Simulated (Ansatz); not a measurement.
# CH₅AlSeSi: basis-set convergence

The task here is to estimate one member of a computed series from the others.

Method: one geometry, several basis sets; program: Ansatz 0.2.0, Gaussian basis.

The runs, in order: PBE0-D4/def2-SVP; ωB97M-V/def2-SVP; PBE0-D4/def2-QZVPP; ωB97M-V/def2-QZVPP; the functionals' def2-TZVPP values are taken from earlier runs.

### The geometry

An earlier PBE0-D4 in a triple-zeta def2 set relaxation fixed the geometry.

SMILES `C[SiH]1[AlH][Se]1`, 9 atoms, charge 0, spin multiplicity 1.

Atoms are counted from 1 here; the program's logs count them from 0.

Bond lengths: C1–Si2 1.871 Å, C1–H5 1.093 Å, C1–H6 1.091 Å, C1–H7 1.094 Å, Si2–Al3 2.335 Å, Si2–Se4 2.356 Å, Si2–H8 1.489 Å, Al3–Se4 2.302 Å, Al3–H9 1.575 Å. Angles: Si2–C1–H5 110.2°, Si2–C1–H6 111.0°, Si2–C1–H7 110.1°, H5–C1–H6 108.6°, H5–C1–H7 108.2°, H6–C1–H7 108.6°, C1–Si2–Al3 127.2°, C1–Si2–Se4 113.5°, C1–Si2–H8 109.5°, Al3–Si2–Se4 58.8°, Al3–Si2–H8 122.2°, Se4–Si2–H8 110.5°, Si2–Al3–Se4 61.1°, Si2–Al3–H9 162.8°, Se4–Al3–H9 136.1°, Si2–Se4–Al3 60.2°.

The first run:

Input file in.yaml:

```yaml
crystal:
  periodic: [false, false, false]
  atoms:
    - {symbol: C, position_ang: [-0.401497, 1.058713, -1.073465]}
    - {symbol: Si, position_ang: [0.241839, -0.520280, -0.302651]}
    - {symbol: Al, position_ang: [0.849786, -0.858742, 1.926257]}
    - {symbol: Se, position_ang: [-1.253302, -1.491379, 1.237236]}
    - {symbol: H, position_ang: [-1.254832, 0.842288, -1.721101]}
    - {symbol: H, position_ang: [-0.717420, 1.767863, -0.307184]}
    - {symbol: H, position_ang: [0.379309, 1.525334, -1.680436]}
    - {symbol: H, position_ang: [0.590476, -1.491767, -1.376136]}
    - {symbol: H, position_ang: [1.654139, -0.878231, 3.280378]}
basis:
  gaussian: {orbitals: def2-SVP}
hamiltonian: {xc: pbe0, dispersion: d4}
output: {orbitals: {seedname: orbitals}}
```

Steps of the session up to this table: PBE0-D4 in def2-SVP; ωB97M-V in def2-SVP; PBE0-D4 in def2-QZVPP; ωB97M-V in def2-QZVPP.

One of the session's tables, all rows but one given; the rest of the session is left out.

It belongs to the step «Density functionals: the series». 

```
functional       basis  HOMO (eV)  LUMO (eV)
   PBE0-D4    def2-SVP      -6.44      -1.70
   PBE0-D4  def2-TZVPP      -6.42      -1.75
   PBE0-D4  def2-QZVPP      -6.42      -1.77
   ωB97M-V    def2-SVP          ?          ?
   ωB97M-V  def2-TZVPP      -8.31      -0.10
   ωB97M-V  def2-QZVPP      -8.32      -0.20
```

Estimate the missing values for ωB97M-V, def2-SVP.

The run gave: HOMO (eV): -8.30; LUMO (eV): 0.02. In the column «HOMO (eV)» it lies between ωB97M-V, def2-TZVPP (-8.31) and PBE0-D4, def2-SVP (-6.44).
